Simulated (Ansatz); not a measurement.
# GePH₂ (sextet): the correlation ladder, cc-pVTZ

One table from this session's results is given with a row withheld; the runs are named, their logs left out.

The runs use Ansatz 0.2.0, Gaussian basis; cc-pVTZ, core rule «outside noble gas», up to 19 orbitals frozen.

The runs, in order: UHF; CCSD(T) on ROHF; CCSD(T) on UHF; BCCD(T) on ROHF; CCSDT(Q) on ROHF; CCSDT(Q) on UHF; CASSCF and MRCISD+Q, 11 electrons in 10 orbitals; CASSCF and NEVPT2, 11 electrons in 10 orbitals.

5 further runs of the same task are left out: 5 set aside as unsound or not needed.

## What is computed

The geometry is a PBE0/def2-TZVP stationary point (not a proven minimum) of the parent state, kept for this charge and spin. No spin-orbit coupling is included. The filled d shell of Ge may be among the frozen orbitals whatever the setting's name suggests; the logs give the count.

4 atoms, charge 0, spin multiplicity 6.

Atoms are counted from 1 here; the program's logs count them from 0.

Bond lengths: Ge1–P2 2.570 Å, P2–H3 1.417 Å, P2–H4 1.417 Å. Angles: Ge1–P2–H3 131.2°, Ge1–P2–H4 131.2°, H3–P2–H4 97.5°.

The first run:

in.yaml reads:

```yaml
crystal:
  periodic: [false, false, false]
  atoms:
    - {symbol: Ge, position_ang: [0.000000, 0.000000, 0.820452]}
    - {symbol: P, position_ang: [0.000000, 0.000000, -1.749476]}
    - {symbol: H, position_ang: [0.000000, 1.065765, -2.683586]}
    - {symbol: H, position_ang: [0.000000, -1.065765, -2.683586]}
basis:
  gaussian: {orbitals: cc-pVTZ}
magnetization: {spin_polarized: true, initial_magnetization: 5}
hamiltonian: {xc: hf}
output: {orbitals: {seedname: orbitals}}
```

Launch:

```bash
$ ansatz run in.yaml --threads 1 --pin off --events-out ev --progress --plain --max-ram 2816MiB --backend cpu
```

Among the steps run: UHF; CCSD(T) on ROHF; CCSD(T) on UHF; BCCD(T) on ROHF; CCSDT(Q) on ROHF; CCSDT(Q) on UHF; CASSCF and MRCISD+Q, 11 electrons in 10 orbitals; CASSCF and NEVPT2, 11 electrons in 10 orbitals.

One of the session's tables, all rows but one given; the rest of the session is left out.

```
          method  from RCCSDT(Q) (kcal/mol)
            ROHF                    +144.26
             UHF                    +138.86
            RMP2                     +28.17
            UMP2                     +29.11
           RCCSD                      +7.36
           UCCSD                      +6.49
        RCCSD(T)                      +1.45
        UCCSD(T)                      +0.75
         BCCD(T)                      +1.37
          RCCSDT                      +0.31
          UCCSDT                      -0.45
       RCCSDT(Q)                          0
       UCCSDT(Q)                      -0.76
  CASSCF valence                    +121.22
  NEVPT2 valence                          ?
  MRCISD valence                     +13.34
MRCISD+Q valence                      +3.30
```

**Question.** Estimate the row for NEVPT2 valence.

The run gave: from RCCSDT(Q) (kcal/mol): +30.93. In the column «from RCCSDT(Q) (kcal/mol)» it lies between UMP2 (+29.11) and CASSCF valence (+121.22).

Caveats from the session: Restricted and unrestricted rows rest on different reference determinants; where their highest levels disagree by more than a few hundredths of an eV, they describe different states and don't form one ladder.
